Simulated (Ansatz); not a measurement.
**AlAs (quintet): wave-function methods side by side, cc-pVDZ**

One table from this session's results is given with a row withheld; the runs are named, their logs left out.

The runs use Ansatz 0.2.0, Gaussian basis; cc-pVDZ, core rule «outside noble gas», up to 19 orbitals frozen.

Plan: UHF; CCSD(T) on ROHF; CCSD(T) on UHF; BCCD(T) on ROHF; CISD; CCSDT(Q) on ROHF; CCSDT(Q) on UHF.

26 further runs of the same task are left out: 4 for a known fault of the program, 9 that didn't finish, 13 set aside as unsound or not needed.

### What is computed

The geometry is a PBE0/def2-TZVP stationary point (not a proven minimum) of the parent state, kept for this charge and spin. No spin-orbit coupling is included. The filled d shell of As may be among the frozen orbitals whatever the setting's name suggests; the logs give the count.

2 atoms, charge 0, spin multiplicity 5.

Atoms are counted from 1 here; the program's logs count them from 0.

Bond lengths: Al1–As2 2.305 Å.

The first run:

Input file in.yaml:

```yaml
crystal:
  periodic: [false, false, false]
  atoms:
    - {symbol: Al, position_ang: [0.000000, 0.000000, 0.000000]}
    - {symbol: As, position_ang: [0.000000, 0.000000, 2.305200]}
basis:
  gaussian: {orbitals: cc-pVDZ}
magnetization: {spin_polarized: true, initial_magnetization: 4}
hamiltonian: {xc: hf}
output: {orbitals: {seedname: orbitals}}
```

The run is started by

```console
$ ansatz run in.yaml --threads 1 --pin off --events-out ev --progress --plain --max-ram 2393MiB
```

Steps of the session up to this table: UHF; CCSD(T) on ROHF; CCSD(T) on UHF; BCCD(T) on ROHF; CISD; CCSDT(Q) on ROHF; CCSDT(Q) on UHF.

One table of the session follows, with a row left open; its other results are not shown here.

It belongs to the step «Misses and costs». 

```
   method  from UCCSDT(Q) (kcal/mol)
     ROHF                     +79.23
      UHF                     +76.05
     RMP2                     +19.10
     UMP2                     +19.12
     CISD                      +6.08
    RCCSD                          ?
    UCCSD                      +3.16
 RCCSD(T)                      +1.02
 UCCSD(T)                      +0.78
  BCCD(T)                      +1.04
   RCCSDT                      +0.42
   UCCSDT                      +0.17
RCCSDT(Q)                      +0.25
UCCSDT(Q)                          0
```

Q: Estimate the row for RCCSD from the others.

As computed: from UCCSDT(Q) (kcal/mol): +3.51. In the column «from UCCSDT(Q) (kcal/mol)» it lies between UCCSD (+3.16) and CISD (+6.08).

To keep in mind: Restricted and unrestricted rows rest on different reference determinants; where their highest levels disagree by more than a few hundredths of an eV, they describe different states and don't form one ladder.
